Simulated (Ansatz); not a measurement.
Run this with Ansatz's Python interface and show what comes out.

`c3h6alfo.py`:
```python
'''Minimum-energy structure of C3H6AlFO.'''

import itertools

import ansatz as az
from ase.data import atomic_numbers, covalent_radii
import numpy as np

BASIS_SET = 'cc-pVDZ'
FUNCTIONAL = 'b3lyp'


def main() -> None:
    geometry = (
        az.Crystal.molecule()
        .atom('C', (-1.5682, -1.0042, 0.0035))
        .atom('C', (-1.3567, 0.5053, 0.1098))
        .atom('O', (-2.3115, 1.2962, 0.2144))
        .atom('Al', (0.5704, 1.1981, 0.0751))
        .atom('C', (2.0142, -0.0953, -0.1303))
        .atom('F', (0.8134, 2.9699, 0.2206))
        .atom('H', (-1.0951, -1.4936, 0.832))
        .atom('H', (-1.1741, -1.3165, -0.9787))
        .atom('H', (-2.7036, -1.1488, 0.0703))
        .atom('H', (2.9722, 0.4728, -0.087))
        .atom('H', (1.9887, -0.8045, 0.7551))
        .atom('H', (1.9273, -0.6344, -1.051))
    )

    base = geometry.calculation()
    base = base.basis(gaussian=BASIS_SET)
    base = base.functional(FUNCTIONAL)
    symbols = [site.symbol for site in geometry.cartesian_sites]
    start = np.array([site.position_ang for site in geometry.cartesian_sites], dtype=float)
    def progress(event):
        if event['event'] == 'relax_step':
            row = event['data']
            print(f'step {row["step"]:3d}  E = {row["lagrangian_ev"]:.6f} eV  largest force component {row["allowed_force_max_ev_ang"]:.4f} eV/A')


    r = base.relax(force_tolerance=0.02).session().plan().execute(on_event=progress).report
    end = np.array(r['positions_ang'])

    print('reference energy %16.6f eV' % r['reference_energy_ev'])
    print('total energy     %16.6f eV' % r['free_energy_ev'])
    print('occupied orbitals outside the frozen core (up, down):', r['n_occupied'], ' frozen:', r['n_frozen'], ' virtual:', r['n_virtual'])

    # pairs closer than 1.2 times the sum of covalent radii, before or after
    radius = [covalent_radii[atomic_numbers[s]] for s in symbols]
    span = lambda where, i, j: np.linalg.norm(where[i] - where[j])
    bonded = [(i, j) for i, j in itertools.combinations(range(len(symbols)), 2) if min(span(start, i, j), span(end, i, j)) < 1.2 * (radius[i] + radius[j])]
    print('pair        before    after (A)')
    for i, j in bonded:
        print(f'{symbols[i]}{i}-{symbols[j]}{j}'.ljust(10), f'{span(start, i, j):8.4f} {span(end, i, j):8.4f}')

    charges = r['charge_distribution']
    dipole = np.array(charges['dipole_moment_e_ang']) * 4.803205
    print('dipole (D): {:.3f} {:.3f} {:.3f}, length {:.3f}'.format(*dipole, np.linalg.norm(dipole)))
    print('atom  Mulliken   Lowdin')
    for symbol, m, l in zip(symbols, charges['mulliken_charges_e'], charges['lowdin_charges_e']):
        print(f'{symbol:4s} {m:9.3f} {l:8.3f}')


if __name__ == '__main__':
    main()
```

```console
$ python c3h6alfo.py
step   1  E = -14571.972240 eV  largest force component 2.3244 eV/A
step   2  E = -14572.252291 eV  largest force component 1.2109 eV/A
step   3  E = -14572.302395 eV  largest force component 0.3553 eV/A
step   4  E = -14572.309729 eV  largest force component 0.2679 eV/A
step   5  E = -14572.314606 eV  largest force component 0.0823 eV/A
step   6  E = -14572.315481 eV  largest force component 0.0632 eV/A
step   7  E = -14572.316539 eV  largest force component 0.0279 eV/A
step   8  E = -14572.316786 eV  largest force component 0.0218 eV/A
step   9  E = -14572.316831 eV  largest force component 0.0123 eV/A
reference energy    -14572.317104 eV
total energy        -14572.317104 eV
occupied orbitals outside the frozen core (up, down): [27, 27]  frozen: 0  virtual: [91, 91]
pair        before    after (A)
C0-C1        1.5279   1.5199
C0-H6        1.0723   1.1049
C0-H7        1.1034   1.1050
C0-H8        1.1465   1.1011
C1-O2        1.2442   1.2206
C1-Al3       2.0481   2.0457
Al3-C4       1.9493   1.9576
Al3-F5       1.7943   1.6953
C4-H9        1.1146   1.1019
C4-H10       1.1347   1.1052
C4-H11       1.0705   1.1050
dipole (D): 1.436 -3.761 -0.406, length 4.047
atom  Mulliken   Lowdin
C        0.022   -0.023
C       -0.032   -0.247
O       -0.188    0.208
Al       0.525   -0.092
C       -0.207   -0.069
F       -0.369    0.047
H        0.041    0.030
H        0.041    0.030
H        0.030    0.013
H        0.046    0.033
H        0.045    0.035
H        0.044    0.034
```

Caveats:
- Total energies depend on the basis set; only differences at equal settings carry meaning.
- The end point is the stationary point reached from this start; no frequency run checks that it is a minimum, and the basis set is modest.
- The Löwdin charges here are taken after orthogonalising the functions within each atom; they differ from plain Löwdin charges, and their signs can be unphysical.
- b3lyp holds the VWN-RPA fit, as in Gaussian; the form of ORCA and Turbomole is b3lyp5.
- The whole script took 62 s on 1 thread of Arm Neoverse V2, with other jobs on the host, peak memory 0.35 GiB.
